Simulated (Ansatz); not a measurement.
# C₂H₈ClNOSn: up Jacob's ladder to CCSD(T)

Aim: compute C₂H₈ClNOSn with functionals from several rungs and with coupled cluster. The yardstick is the atomisation energy at the CCSD(T) limit.

Method: functionals in def2-TZVPP, the program's frozen cores in correlated methods; program: Ansatz 0.2.0, Gaussian basis.

Plan: PBE-D4, r2SCAN-D4, PBE0-D4, B3LYP-D4, ωB97X-V, ωB97M-V, B2PLYP; CCSD(T)/def2-TZVPP; MP2/def2-QZVPP; extrapolation to the limit.

### Step 1. The geometry

All runs share one geometry, relaxed beforehand with PBE0-D4 in a triple-zeta def2 set. Sn takes the def2 core potential; no spin-orbit term is included.

SMILES `C[O][Sn]([CH3])([NH2])[Cl]`, 14 atoms, charge 0, spin multiplicity 1.

Atoms are counted from 1 here; the program's logs count them from 0.

Bond lengths: C1–O2 1.407 Å, C1–H7 1.099 Å, C1–H8 1.097 Å, C1–H9 1.093 Å, O2–Sn3 1.952 Å, Sn3–C4 2.118 Å, Sn3–N5 2.003 Å, Sn3–Cl6 2.352 Å, C4–H10 1.089 Å, C4–H11 1.089 Å, C4–H12 1.089 Å, N5–H13 1.012 Å, N5–H14 1.013 Å. Angles: O2–C1–H7 112.3°, O2–C1–H8 112.4°, O2–C1–H9 108.0°, H7–C1–H8 108.2°, H7–C1–H9 107.7°, H8–C1–H9 108.1°, C1–O2–Sn3 121.3°, O2–Sn3–C4 114.3°, O2–Sn3–N5 101.5°, O2–Sn3–Cl6 105.5°, C4–Sn3–N5 115.2°, C4–Sn3–Cl6 107.2°, N5–Sn3–Cl6 112.9°, Sn3–C4–H10 109.1°, Sn3–C4–H11 109.1°, Sn3–C4–H12 109.3°, H10–C4–H11 110.1°, H10–C4–H12 109.8° and more.

### Step 2. PBE-D4 (GGA)

The input, in.yaml:

```yaml
crystal:
  periodic: [false, false, false]
  atoms:
    - {symbol: C, position_ang: [-1.933811, 1.316790, 0.307069]}
    - {symbol: O, position_ang: [-1.212696, 0.226604, 0.828376]}
    - {symbol: Sn, position_ang: [0.251830, -0.590446, -0.170471]}
    - {symbol: C, position_ang: [1.977095, 0.626641, -0.338174]}
    - {symbol: N, position_ang: [0.511037, -2.304665, 0.833026]}
    - {symbol: Cl, position_ang: [-0.578757, -0.920696, -2.346037]}
    - {symbol: H, position_ang: [-1.317422, 2.222299, 0.223283]}
    - {symbol: H, position_ang: [-2.361445, 1.101284, -0.679566]}
    - {symbol: H, position_ang: [-2.756816, 1.536328, 0.992742]}
    - {symbol: H, position_ang: [2.338282, 0.871873, 0.659920]}
    - {symbol: H, position_ang: [1.719231, 1.536786, -0.877622]}
    - {symbol: H, position_ang: [2.747047, 0.086312, -0.887774]}
    - {symbol: H, position_ang: [0.988996, -3.023741, 0.305265]}
    - {symbol: H, position_ang: [-0.372581, -2.685360, 1.149963]}
basis:
  gaussian: {orbitals: def2-TZVPP}
hamiltonian: {xc: pbe, dispersion: d4}
output: {forces: true, orbitals: {seedname: orbitals}}
```

The run is started by

```bash
ansatz run in.yaml --threads 2 --pin off --events-out ev --progress --plain --max-ram 32768MiB --backend cuda --devices 0, --max-vram 18GiB
```

After this run come: r2SCAN-D4 (meta-GGA); PBE0-D4 (hybrid); B3LYP-D4 (hybrid); ωB97X-V (range-separated); ωB97M-V (range-separated); B2PLYP (double hybrid); CCSD(T) in def2-TZVPP; MP2 in def2-QZVPP.

**Question.** What will the summary of the whole plan be? Wanted: atomisation energy, CCSD(T)/CBS; farthest; mean size of error, hybrid; mean size of error, range-separated; gap, smallest and largest; T1 diagnostic; triples share of the correlation energy.

The runs gave:

| quantity | value |
| --- | --- |
| atomisation energy, CCSD(T)/CBS | 4924.7 kJ/mol |
| functionals within 49.2 kJ/mol (1.0 %) | r2SCAN-D4, PBE0-D4, B3LYP-D4, ωB97X-V, ωB97M-V |
| farthest | B2PLYP (-95.7 kJ/mol) |
| mean size of error, hybrid | 42.2 kJ/mol |
| mean size of error, range-separated | 15.4 kJ/mol |
| gap, smallest and largest | 4.43 eV (PBE-D4), 11.48 eV (ωB97X-V) |
| T1 diagnostic | 0.0121 |
| triples share of the correlation energy | 3.7 % |

What this shows: PBE-D4 is off by +56.7 kJ/mol. Double hybrids carry the basis error of their MP2 part in triple zeta, and no dispersion term here, so their miss is partly the set-up's. The reference freezes the cores and leaves out spin-orbit coupling and excitations past (T), and its outer-core shells are covered unevenly, so misses under about 49.2 kJ/mol can't be ranked. All levels share the lack of spin-orbit coupling, which lowers the free heavy atoms and so the true binding. Hartree-Fock recovers 70 % of the binding; the rest is correlation. The gap grows from 4.4 to 11.5 eV across the functionals, mostly with the share of exact exchange. Correlated methods include outer-core shells of Sn, which these sets cover unevenly.
